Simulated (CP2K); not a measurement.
# GaF under changes of volume

One of the cells (23.058 Å³/atom); the others are scaled copies at fixed shape and fractional positions:

```
Ga F
1.0
     4.02519    0.00000    0.00000
     2.01260    3.48592    0.00000
     2.01260    1.16197    3.28655
Ga F
1 1
Direct
  0.25000 0.25000 0.25000
  0.00000 0.00000 0.00000
```

The cell was built by a generator and needn't be a form met in nature.

| Quantity | Value |
| --- | --- |
| Program | CP2K 2026.2 |
| Functional | PBE |
| Potentials or basis | POTENTIAL_UZH Ga GTH-PBE-q13, F GTH-PBE-q7; TZVP-MOLOPT-PBE-GTH basis |
| Density cutoff | 10204 eV |
| k mesh | 8 × 8 × 8 |
| Occupations | fermi-dirac, width 0.05 eV |
| Spin | no spin polarisation |

```tsv
volume (Å³/atom)	energy over the lowest point (meV/atom)	pressure (GPa)	gap on the mesh (eV)
21.674	8.28	1.9	2.03
22.135	?	?	?
22.596	1.02	0.6	2.20
23.058	0.00	0.1	2.29
23.519	0.49	-0.4	2.36
23.980	2.33	-0.9	2.44
24.441	5.39	-1.3	2.51
```

**Question.** What does the run at 22.135 Å³/atom give?

**Answer.** Energy over the lowest point 3.71 meV/atom; pressure 1.2 GPa; gap on the mesh 2.12 eV.

Worked out: A Birch-Murnaghan fit of order 3 (a polynomial in V^(-2/3)) to the other rows has its minimum at 23.13 Å³/atom with B0 = V·E''(V) = 26 GPa and B' = 4.4. It gives 3.72 meV/atom at 22.135 Å³/atom, against the run's 3.71, and -dE/dV = 1.2 GPa, against 1.2. A straight line through the other rows of the gap, of slope 4 eV per unit of ln V, gives 2.12 eV, against the run's 2.12.

Energies are extrapolated to zero smearing.

Caveats: the basis of atomic orbitals isn't converged, which shifts pressures, moduli and gaps.

A mesh can miss the band edges. Spin-orbit coupling on Ga is left out.
